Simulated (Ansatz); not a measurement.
# ZrH (sextet): the correlation ladder, def2-TZVP

Aim: climb from Hartree-Fock through coupled cluster for ZrH (sextet) at one geometry and basis, and see what each rung misses.

The runs use Ansatz 0.2.0, Gaussian basis; def2-TZVP, core rule «outside noble gas», up to 4 orbitals frozen.

To be run: UHF; CCSD(T) on ROHF; CCSD(T) on UHF; CISD; CCSDT(Q) on ROHF; CCSDT(Q) on UHF; Full CI.

19 further runs of the same task are left out: 8 for a known fault of the program, 2 that didn't finish, 9 set aside as unsound or not needed.

## Step 1: What is computed

The geometry is a PBE0/def2-TZVP stationary point (not a proven minimum) of the parent state, kept for this charge and spin. No spin-orbit coupling is included. Elements past krypton take def2 core potentials.

2 atoms, charge 0, spin multiplicity 6.

Atoms are counted from 1 here; the program's logs count them from 0.

Bond lengths: Zr1–H2 1.859 Å.

## Step 2: UHF

in.yaml

```yaml
crystal:
  periodic: [false, false, false]
  atoms:
    - {symbol: Zr, position_ang: [0.000000, 0.000000, 0.000000]}
    - {symbol: H, position_ang: [0.000000, 0.000000, 1.858985]}
basis:
  gaussian: {orbitals: def2-TZVP}
magnetization: {spin_polarized: true, initial_magnetization: 5}
hamiltonian: {xc: hf}
output: {orbitals: {seedname: orbitals}}
```

Run with:

```bash
$ ansatz run in.yaml --threads 1 --pin off --events-out ev --progress --plain --max-ram 2393MiB
```

Further steps of the session: CCSD(T) on ROHF; CCSD(T) on UHF; CISD; CCSDT(Q) on ROHF; CCSDT(Q) on UHF; Full CI.

Q: Predict the results of all the runs planned. Wanted: FCI below the RHF energy; RMP2 from FCI; UMP2 from FCI; RCCSD from FCI; RCCSD(T) from FCI; UCCSD(T) from FCI; RCCSDT(Q) from FCI; UCCSDT(Q) from FCI; T1 diagnostic.

As calculated:

```
                         quantity                               value
         FCI below the RHF energy                          -1.0007 eV
                    RMP2 from FCI                          +247.5 meV
                    UMP2 from FCI                          +143.3 meV
                   RCCSD from FCI                           +16.4 meV
                RCCSD(T) from FCI                            +0.6 meV
                UCCSD(T) from FCI                           -98.6 meV
               RCCSDT(Q) from FCI                            -7.3 meV
               UCCSDT(Q) from FCI                          -106.0 meV
levels within 1 kcal/mol (43 meV)  RCCSD, RCCSD(T), RCCSDT, RCCSDT(Q)
                    T1 diagnostic                               0.029
   effectively unpaired electrons                                5.00
```

RCCSD(T) misses by +0.6 meV, 0.1 % of the correlation energy. CCSD(T) misses by +0.6 meV on the restricted determinant and by -98.6 meV on the unrestricted one; the two need not hold the same state or core. UCCSD, UCCSD(T), RCCSDT, UCCSDT, RCCSDT(Q), UCCSDT(Q) fall below full CI: unrestricted runs freeze a spin-polarised core, another one than full CI's, and coupled cluster isn't variational. One determinant dominates. These misses are within one basis, not against nature; the frozen cores of restricted and unrestricted runs differ, which can shift their rows.
